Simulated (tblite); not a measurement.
**C4H4FN (SMILES Fc1ccc[nH]1) at IPEA1-xTB**

Aim: the electronic atomisation energy of C4H4FN at IPEA1-xTB, from 5 runs. 

The calculation is run with tblite 0.8.0.

14 further runs of the same task are left out: 14 set aside as unsound or not needed.

**1. The molecule**

The species is C4H4FN (10 atoms), meant as a singlet with charge 0. As SMILES, `Fc1ccc[nH]1`. The shape is that of a PBE0-D4/def2-TZVP optimisation.

Bond lengths: F1–C2 1.324 Å, C2–C3 1.362 Å, C3–C4 1.424 Å, C4–C5 1.367 Å, C2–N6 1.353 Å, C5–N6 1.374 Å, C3–H7 1.077 Å, C4–H8 1.078 Å, C5–H9 1.077 Å, N6–H10 1.004 Å. Some angles: F1–C2–C3 130.7°, F1–C2–N6 119.0°, C3–C2–N6 110.3°, C2–C3–C4 105.4°, C3–C4–C5 108.2°, C4–C5–N6 107.6°, C2–N6–C5 108.4°, C2–C3–H7 126.3°, C4–C3–H7 128.3°, C3–C4–H8 126.2°.

**2. Energy and forces at IPEA1-xTB**

script.py reads:

```python
"""IPEA1-xTB energy and gradient"""
import json
import numpy as np
from tblite.interface import Calculator
from tblite.interface import symbols_to_numbers

geometry = """
F      1.907600     0.395700    -1.476500
C      0.899100     0.102200    -0.669800
C      0.543900    -1.074900    -0.084900
C     -0.625200    -0.782300     0.673200
C     -0.918400     0.543000     0.512300
N      0.032100     1.081100    -0.321000
H      1.054200    -2.017900    -0.187300
H     -1.186500    -1.481400     1.272400
H     -1.713400     1.148800     0.913600
H      0.090000     2.034600    -0.629200
"""
lines = [l.split() for l in geometry.strip().splitlines()]
symbols = [l[0] for l in lines]
numbers = np.array(symbols_to_numbers(symbols))
positions = np.array([l[1:4] for l in lines], float) / 0.5291772

tb = Calculator("IPEA1-xTB", numbers, positions, charge=0, uhf=0)
tb.set("accuracy", 0.1)
tb.add("spin-polarization", 1.0)
wfn = tb.singlepoint()

print(f"total energy: {wfn.get('energy'):.8f} Eh")
eps = np.atleast_2d(wfn.get("orbital-energies")) * 27.211386
occ = np.atleast_2d(wfn.get("orbital-occupations"))
filled = occ.sum(axis=0) if eps.shape[0] == 1 else occ[0]
homo = np.nonzero(filled > 0.5)[0].max()
print("  MO   occupation   energy/eV")
for i in range(max(0, homo - 4), min(eps.shape[1], homo + 5)):
    print(f"{i + 1:4d} {filled[i]:10.4f} {eps[0, i]:12.4f}")
mu = wfn.get("dipole") * 2.541746
print(f"Dipole moment: {np.linalg.norm(mu):.4f} D, components " + " ".join(f"{c:.4f}" for c in mu))
q = wfn.get("charges")
g = wfn.get("gradient")
print("atom     charge      dE/dx        dE/dy        dE/dz   (Eh/bohr)")
for i, s in enumerate(symbols):
    print(f"{s:<2}{i + 1:<3} {q[i]:9.4f} {g[i, 0]:12.7f} {g[i, 1]:12.7f} {g[i, 2]:12.7f}")
print(f"gradient norm {np.linalg.norm(g):.6f} Eh/bohr")
out = {k: np.asarray(wfn.get(k)).tolist() for k in ("energy", "gradient", "charges", "dipole", "orbital-energies", "orbital-occupations")}
out.update(symbols=symbols, positions=(positions * 0.529177210903).tolist())
json.dump(out, open("results.json", "w"))
```

On the command line:

```console
$ python script.py
```

Output:

```text
------------------------------------------------------------
  cycle        total energy    energy error   density error
------------------------------------------------------------
      1     -20.92470551063  -2.1239923E+01   4.1743089E-01
      2     -20.97610883486  -5.1403324E-02   2.5323889E-01
      3     -20.78276317157   1.9334566E-01   1.9119489E-01
      4     -21.07879945196  -2.9603628E-01   2.7113535E-02
      5     -21.08612169298  -7.3222410E-03   8.6210145E-03
      6     -21.08664480605  -5.2311307E-04   4.0423178E-03
      7     -21.08679892850  -1.5412245E-04   9.6248908E-04
      8     -21.08680437877  -5.4502727E-06   3.9658466E-04
      9     -21.08680507504  -6.9626659E-07   1.2093596E-04
     10     -21.08680520642  -1.3138601E-07   5.6138160E-05
     11     -21.08680522529  -1.8865183E-08   6.2957873E-06
     12     -21.08680522563  -3.4236791E-10   3.0884269E-07
------------------------------------------------------------

 total:                                   0.019 sec
total energy: -21.08680523 Eh
  MO   occupation   energy/eV
  12     1.0000     -14.5476
  13     1.0000     -13.9284
  14     1.0000     -13.6691
  15     1.0000     -11.4645
  16     1.0000     -10.5553
  17     0.0000      -6.0919
  18     0.0000      -4.5134
  19     0.0000      -4.0214
  20     0.0000      -3.2070
Dipole moment: 2.5034 D, components -1.6244 1.7838 0.6681
atom     charge      dE/dx        dE/dy        dE/dz   (Eh/bohr)
F 1     -0.1702   -0.0028385    0.0001150    0.0020058
C 2      0.1471    0.0008197    0.0005667   -0.0007691
C 3     -0.0617    0.0032459    0.0011994   -0.0026929
C 4     -0.0609   -0.0031334    0.0063345    0.0005201
C 5      0.0000   -0.0024284   -0.0039215    0.0027848
N 6     -0.1726    0.0059459    0.0014809   -0.0046451
H 7      0.0328    0.0022440   -0.0023079   -0.0009620
H 8      0.0300   -0.0012112   -0.0000532    0.0008968
H 9      0.0550   -0.0026271    0.0006360    0.0016991
H 10     0.2004   -0.0000169   -0.0040499    0.0011624
gradient norm 0.014587 Eh/bohr
```

Wall time 0.32 s (1 thread of Intel Xeon at 2.70GHz, shared host).

**3. The C atom: the energy at IPEA1-xTB**

calc.py reads:

```python
import json
import numpy as np
from tblite.interface import Calculator
from tblite.interface import symbols_to_numbers

geometry = """
C      0.000000     0.000000     0.000000
"""
lines = [l.split() for l in geometry.strip().splitlines()]
symbols = [l[0] for l in lines]
numbers = np.array(symbols_to_numbers(symbols))
positions = np.array([l[1:4] for l in lines], float) / 0.52917721

tb = Calculator("IPEA1-xTB", numbers, positions, charge=0, uhf=2)
tb.set("accuracy", 0.1)
tb.add("spin-polarization", 1.0)
sp = tb.singlepoint()

print(f"Total energy: {sp.get('energy') * 627.5095:.8f} kcal/mol")
eps = np.atleast_2d(sp.get("orbital-energies")) * 27.211386
occ = np.atleast_2d(sp.get("orbital-occupations"))
filled = occ.sum(axis=0) if eps.shape[0] == 1 else occ[0]
homo = np.nonzero(filled > 0.5)[0].max()
print(f"HOMO {eps[0, homo]:.4f} eV")
if homo + 1 < eps.shape[1]:
    print(f"LUMO {eps[0, homo + 1]:.4f} eV, gap {eps[0, homo + 1] - eps[0, homo]:.4f} eV")
mu = sp.get("dipole") * 2.541746
print(f"Dipole moment: {np.linalg.norm(mu):.4f} D, components " + " ".join(f"{c:.4f}" for c in mu))
q = sp.get("charges")
print("Charges:", " ".join(f"{s}{i + 1}={c:+.4f}" for i, (s, c) in enumerate(zip(symbols, q))))
out = {k: np.asarray(sp.get(k)).tolist() for k in ("energy", "gradient", "charges", "dipole", "orbital-energies", "orbital-occupations")}
out.update(symbols=symbols, positions=(positions * 0.529177210903).tolist())
json.dump(out, open("results.json", "w"))
```

Run the same way, it converges to -1.93940 Eh (log not shown).

**4. The F atom: the energy at IPEA1-xTB**

calc.py reads:

```python
"""IPEA1-xTB single point"""
import json
import numpy as np
from tblite.interface import Calculator
from tblite.interface import symbols_to_numbers

geometry = """
F      0.000000     0.000000     0.000000
"""
lines = [l.split() for l in geometry.strip().splitlines()]
symbols = [l[0] for l in lines]
numbers = np.array(symbols_to_numbers(symbols))
positions = np.array([l[1:4] for l in lines], float) / 0.5291772

calculator = Calculator("IPEA1-xTB", numbers, positions, charge=0, uhf=1)
calculator.set("verbosity", 0)
calculator.set("accuracy", 0.1)
calculator.add("spin-polarization", 1.0)
result = calculator.singlepoint()

print(f"E(total): {result.get('energy') * 27.211386:.8f} eV")
eps = np.atleast_2d(result.get("orbital-energies")) * 27.211386
occ = np.atleast_2d(result.get("orbital-occupations"))
filled = occ.sum(axis=0) if eps.shape[0] == 1 else occ[0]
homo = np.nonzero(filled > 0.5)[0].max()
print("  MO   occupation   energy/eV")
for i in range(max(0, homo - 4), min(eps.shape[1], homo + 5)):
    print(f"{i + 1:4d} {filled[i]:10.4f} {eps[0, i]:12.4f}")
mu = result.get("dipole") * 2.541746
print(f"Dipole moment: {np.linalg.norm(mu):.4f} D, components " + " ".join(f"{c:.4f}" for c in mu))
q = result.get("charges")
print("Charges:", " ".join(f"{s}{i + 1}={c:+.4f}" for i, (s, c) in enumerate(zip(symbols, q))))
out = {k: np.asarray(result.get(k)).tolist() for k in ("energy", "gradient", "charges", "dipole", "orbital-energies", "orbital-occupations")}
out.update(symbols=symbols, positions=(positions * 0.529177210903).tolist())
json.dump(out, open("results.json", "w"))
```

On the command line:

```console
$ python calc.py
```

Output:

```text
E(total): -142.78470678 eV
  MO   occupation   energy/eV
   1     1.0000     -28.4146
   2     1.0000     -18.2535
   3     1.0000     -18.2535
   4     1.0000     -18.2535
   5     0.0000      -6.9691
Dipole moment: 0.0000 D, components -0.0000 0.0000 0.0000
Charges: F1=+0.0000
```

Wall time 0.24 s (1 thread of Intel Xeon at 2.70GHz, shared host).

**5. The H atom: a single-point energy at IPEA1-xTB**

calc.py reads:

```python
"""IPEA1-xTB single point"""
import json
import numpy as np
from tblite.interface import Calculator

symbols = ["H"]
numbers = np.array([1])
positions = np.array([  # bohr
    [0.000000, 0.000000, 0.000000],
])

calc = Calculator("IPEA1-xTB", numbers, positions, charge=0, uhf=1)
calc.set("accuracy", 0.1)
calc.add("spin-polarization", 1.0)
res = calc.singlepoint()

print(f"Total energy: {res.get('energy'):.8f} Eh")
eps = np.atleast_2d(res.get("orbital-energies")) * 27.211386
occ = np.atleast_2d(res.get("orbital-occupations"))
filled = occ.sum(axis=0) if eps.shape[0] == 1 else occ[0]
homo = np.nonzero(filled > 0.5)[0].max()
print("  MO   occupation   energy/eV")
for i in range(max(0, homo - 4), min(eps.shape[1], homo + 5)):
    print(f"{i + 1:4d} {filled[i]:10.4f} {eps[0, i]:12.4f}")
mu = res.get("dipole") * 2.541746
print(f"dipole: {np.linalg.norm(mu):.4f} D, components " + " ".join(f"{c:.4f}" for c in mu))
q = res.get("charges")
print("Charges:", " ".join(f"{s}{i + 1}={c:+.4f}" for i, (s, c) in enumerate(zip(symbols, q))))
out = {k: np.asarray(res.get(k)).tolist() for k in ("energy", "gradient", "charges", "dipole", "orbital-energies", "orbital-occupations")}
out.update(symbols=symbols, positions=(positions * 0.529177210903).tolist())
json.dump(out, open("results.json", "w"))
```

On the command line:

```console
$ python calc.py
```

Output:

```text
------------------------------------------------------------
  cycle        total energy    energy error   density error
------------------------------------------------------------
      1    -0.4224867167172  -4.2248672E-01   5.0000000E-01
      2    -0.4224867167172   0.0000000E+00   3.0000000E-01
      3    -0.4224867167172   0.0000000E+00   1.7998200E-05
      4    -0.4224867167172   0.0000000E+00   1.4044321E-14
------------------------------------------------------------

 total:                                   0.001 sec
Total energy: -0.42248672 Eh
  MO   occupation   energy/eV
   1     1.0000     -12.4710
   2     0.0000      -5.5092
dipole: 0.0000 D, components 0.0000 0.0000 0.0000
Charges: H1=-0.0000
```

It took 0.27 s on 1 thread of Intel Xeon at 2.70GHz, shared host.

**6. The N atom: the energy at IPEA1-xTB**

run.py reads:

```python
import json
import numpy as np
from tblite.interface import Calculator

symbols = ["N"]
numbers = np.array([7])
positions = np.array([  # bohr
    [0.000000, 0.000000, 0.000000],
])

calculator = Calculator("IPEA1-xTB", numbers, positions, charge=0, uhf=3)
calculator.set("verbosity", 0)
calculator.set("accuracy", 0.1)
calculator.add("spin-polarization", 1.0)
wfn = calculator.singlepoint()

print(f"Energy: {wfn.get('energy'):.8f} Eh")
eps = np.atleast_2d(wfn.get("orbital-energies")) * 27.211386
occ = np.atleast_2d(wfn.get("orbital-occupations"))
filled = occ.sum(axis=0) if eps.shape[0] == 1 else occ[0]
homo = np.nonzero(filled > 0.5)[0].max()
print("  MO   occupation   energy/eV")
for i in range(max(0, homo - 4), min(eps.shape[1], homo + 5)):
    print(f"{i + 1:4d} {filled[i]:10.4f} {eps[0, i]:12.4f}")
mu = wfn.get("dipole") * 2.541746
print(f"dipole: {np.linalg.norm(mu):.4f} D, components " + " ".join(f"{c:.4f}" for c in mu))
q = wfn.get("charges")
print("Charges:", " ".join(f"{s}{i + 1}={c:+.4f}" for i, (s, c) in enumerate(zip(symbols, q))))
out = {k: np.asarray(wfn.get(k)).tolist() for k in ("energy", "gradient", "charges", "dipole", "orbital-energies", "orbital-occupations")}
out.update(symbols=symbols, positions=(positions * 0.529177210903).tolist())
json.dump(out, open("results.json", "w"))
```

Run the same way, it converges to -3.47198 Eh (log not shown).

**7. Summary of results**

At IPEA1-xTB:

| quantity | value |
| --- | --- |
| molecule: total energy | -21.08681 Eh |
| molecule: dipole moment | 2.50 D |
| molecule: HOMO energy | -10.56 eV |
| molecule: LUMO energy | -6.09 eV |
| molecule: HOMO–LUMO gap | 4.46 eV |
| molecule: largest force on an atom | 0.395 eV/Å |
| C atom: total energy | -1.93940 Eh |
| C atom: dipole moment | 0.00 D |
| C atom: HOMO energy (as the program lists it) | -11.01 eV |
| C atom: LUMO energy (as the program lists it) | -4.73 eV |
| C atom: largest force on an atom | 0.000 eV/Å |
| F atom: total energy | -5.24724 Eh |
| F atom: dipole moment | 0.00 D |
| F atom: HOMO energy (as the program lists it) | -18.25 eV |
| F atom: LUMO energy (as the program lists it) | -6.97 eV |
| F atom: largest force on an atom | 0.000 eV/Å |
| H atom: total energy | -0.42249 Eh |
| H atom: dipole moment | 0.00 D |
| H atom: HOMO energy (as the program lists it) | -12.47 eV |
| H atom: largest force on an atom | 0.000 eV/Å |
| N atom: total energy | -3.47198 Eh |
| N atom: dipole moment | 0.00 D |
| N atom: HOMO energy (as the program lists it) | -16.50 eV |
| N atom: LUMO energy (as the program lists it) | -8.13 eV |
| N atom: largest force on an atom | 0.000 eV/Å |
| electronic atomisation energy | 79.458 eV |

Taking the molecule apart into free atoms costs 79.46 eV (7667 kJ/mol), before zero-point energy and without spin-orbit coupling. The largest force (molecule) is 0.40 eV/Å: the shape isn't a stationary point for this species at this level. Tight-binding and semi-empirical models aren't fitted to free atoms, so this value can be far from the true one.
